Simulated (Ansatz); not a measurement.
# BH6NOSi: the cost of one run

Program: Ansatz 0.2.0. Level of theory: RKS PBE0-D4/def2-SVPD. These are calculated values, not measurements.

## (1) The system as given

Bond lengths: N1–B2 1.467 Å, B2–O3 1.442 Å, B2–Si4 1.900 Å, N1–H5 1.092 Å, N1–H6 1.085 Å, O3–H7 1.047 Å, Si4–H8 1.479 Å, Si4–H9 1.549 Å, Si4–H10 1.449 Å. Angles: N1–B2–O3 118.6°, N1–B2–Si4 123.0°, O3–B2–Si4 118.3°, B2–N1–H5 108.4°, B2–N1–H6 111.0°, H5–N1–H6 102.1°, B2–O3–H7 105.0°, B2–Si4–H8 109.1°, B2–Si4–H9 109.6°, B2–Si4–H10 113.8°, H8–Si4–H9 107.5°, H8–Si4–H10 110.1°, H9–Si4–H10 106.6°.

Structure file:

```xyz
10

N    -0.0694    1.6201   -0.4394
B     0.3781    0.2249   -0.3699
O     1.5348   -0.1692   -1.1362
Si   -0.4662   -1.0793    0.7239
H    -0.3901    1.8278   -1.4623
H    -0.9878    1.7617    0.1202
H     2.3511   -0.0013   -0.5016
H    -0.9625   -2.1788   -0.1315
H    -1.6925   -0.4498    1.4309
H     0.3875   -1.6072    1.7690
```

## (2) End point A

The input, input.yaml:

```yaml
crystal:
  periodic: [false, false, false]
  atoms:
    - { symbol: "N", position_ang: [-0.0694, 1.6201, -0.4394] }
    - { symbol: B, position_ang: [0.3781, 0.2249, -0.3699] }
    - { symbol: O, position_ang: [1.5348, -0.1692, -1.1362] }
    - { symbol: Si, position_ang: [-0.4662, -1.0793, 0.7239] }
    - { symbol: H, position_ang: [-0.3901, 1.8278, -1.4623] }
    - { symbol: H, position_ang: [-0.9878, 1.7617, 0.1202] }
    - { symbol: H, position_ang: [2.3511, -0.0013, -0.5016] }
    - { symbol: H, position_ang: [-0.9625, -2.1788, -0.1315] }
    - { symbol: H, position_ang: [-1.6925, -0.4498, 1.4309] }
    - { symbol: H, position_ang: [0.3875, -1.6072, 1.769] }
basis:
  gaussian: { orbitals: def2-SVPD }
hamiltonian:
  xc: pbe0
  dispersion: d4
relax:
  f_tol: 0.015
  max_steps: 40
output:
  orbitals: {}
```

The run is started by

```
$ ansatz run input.yaml --threads 2 --pin off --max-ram 3072MiB --backend cpu --events-out ev --progress --plain --runs-dir out
```

Q: Estimate wall time and peak memory on 2 threads of Intel Xeon Platinum 8375C at 2.90GHz (Ice Lake), shared host.

About 63 s, with a peak of 0.32 GiB.
